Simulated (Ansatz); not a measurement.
**CH₃ClMoO₂S: a ladder of functionals and wavefunction methods**

The task here is to estimate one member of a computed series from the others.

The runs use Ansatz 0.2.0, Gaussian basis; functionals in def2-TZVPP, the program's frozen cores in correlated methods.

Levels to be run: LDA (SPW92), PBE-D4, revPBE-D4, BLYP-D4, r2SCAN-D4, B97M-V, PBE0-D4, B3LYP-D4, r2SCANh-D4, r2SCAN0-D4, HSE06-D4, BHLYP-D4, CAM-B3LYP-D4, LC-ωPBE, ωB97X-V, ωB97M-V, B2PLYP, PBE-QIDH; CCSD(T)/def2-SVP; CCSD(T)/def2-TZVPP; MP2/def2-QZVPP; extrapolation to the limit; RPA on PBE.

## Structure used throughout

The geometry comes from an earlier relaxation with PBE0-D4 in a triple-zeta def2 set; it is a stationary point, not always the lowest conformer. Mo takes the def2 core potential; no spin-orbit term is included.

SMILES `C[O][Mo](=[O])(=[S])[Cl]`, 9 atoms, charge 0, spin multiplicity 1.

Atoms are counted from 1 here; the program's logs count them from 0.

Bond lengths: C1–O2 1.409 Å, C1–H7 1.093 Å, C1–H8 1.092 Å, C1–H9 1.093 Å, O2–Mo3 1.828 Å, Mo3–O4 1.667 Å, Mo3–S5 2.106 Å, Mo3–Cl6 2.254 Å. Angles: O2–C1–H7 108.8°, O2–C1–H8 108.7°, O2–C1–H9 110.5°, H7–C1–H8 109.3°, H7–C1–H9 109.5°, H8–C1–H9 110.0°, C1–O2–Mo3 139.5°, O2–Mo3–O4 109.4°, O2–Mo3–S5 108.1°, O2–Mo3–Cl6 110.7°, O4–Mo3–S5 108.9°, O4–Mo3–Cl6 110.1°, S5–Mo3–Cl6 109.6°.

The first run:

Contents of in.yaml:

```yaml
crystal:
  periodic: [false, false, false]
  atoms:
    - {symbol: C, position_ang: [-1.014129, 1.043670, 0.609072]}
    - {symbol: O, position_ang: [-0.000592, 0.634248, -0.279670]}
    - {symbol: Mo, position_ang: [0.945852, -0.868683, -0.712790]}
    - {symbol: O, position_ang: [1.018968, -1.018386, -2.371390]}
    - {symbol: S, position_ang: [-0.072699, -2.532968, 0.079700]}
    - {symbol: Cl, position_ang: [3.026196, -0.776567, 0.149115]}
    - {symbol: H, position_ang: [-0.580403, 1.720307, 1.349118]}
    - {symbol: H, position_ang: [-1.783811, 1.572523, 0.043322]}
    - {symbol: H, position_ang: [-1.450783, 0.179655, 1.116425]}
basis:
  gaussian: {orbitals: def2-TZVPP}
hamiltonian: {xc: lda}
output: {orbitals: {seedname: orbitals}}
```

Launch:

```sh
$ ansatz run in.yaml --threads 4 --pin off --events-out ev --progress --plain --max-ram 11315MiB
```

Among the steps run: LDA; PBE-D4 (GGA); revPBE-D4 (GGA); BLYP-D4 (GGA); r2SCAN-D4 (meta-GGA); B97M-V (meta-GGA); B3LYP-D4 (hybrid); r2SCANh-D4 (hybrid); r2SCAN0-D4 (hybrid); HSE06-D4 (hybrid); BHLYP-D4 (hybrid); CAM-B3LYP-D4 (range-separated); LC-ωPBE (range-separated); ωB97X-V (range-separated); ωB97M-V (range-separated); B2PLYP (double hybrid); PBE-QIDH (double hybrid).

One of the session's tables, all rows but one given; the rest of the session is left out.

It belongs to the step «Frontier levels by functional». 

| functional | HOMO (eV) | LUMO (eV) | gap (eV) |
| --- | --- | --- | --- |
| LDA (SPW92) | -6.86 | -3.97 | 2.89 |
| PBE-D4 | -6.69 | -3.79 | 2.90 |
| revPBE-D4 | -6.62 | -3.72 | 2.91 |
| BLYP-D4 | -6.52 | -3.65 | 2.87 |
| r2SCAN-D4 | -6.99 | -3.81 | 3.18 |
| B97M-V | -7.05 | -3.76 | 3.29 |
| PBE0-D4 | -7.95 | -3.17 | 4.78 |
| B3LYP-D4 | -7.69 | -3.33 | 4.37 |
| r2SCANh-D4 | -7.45 | -3.56 | 3.89 |
| r2SCAN0-D4 | -8.15 | -3.18 | 4.97 |
| HSE06-D4 | -7.55 | -3.54 | 4.01 |
| BHLYP-D4 | -9.05 | -2.38 | 6.67 |
| CAM-B3LYP-D4 | -9.22 | -2.15 | 7.07 |
| LC-ωPBE | -10.55 | -1.16 | 9.39 |
| ωB97X-V | -10.21 | -1.18 | 9.03 |
| ωB97M-V | ? | ? | ? |

Estimate the missing values for ωB97M-V.

The run gave: HOMO (eV): -10.06; LUMO (eV): -1.18; gap (eV): 8.89. In the column «HOMO (eV)» it lies between ωB97X-V (-10.21) and CAM-B3LYP-D4 (-9.22).
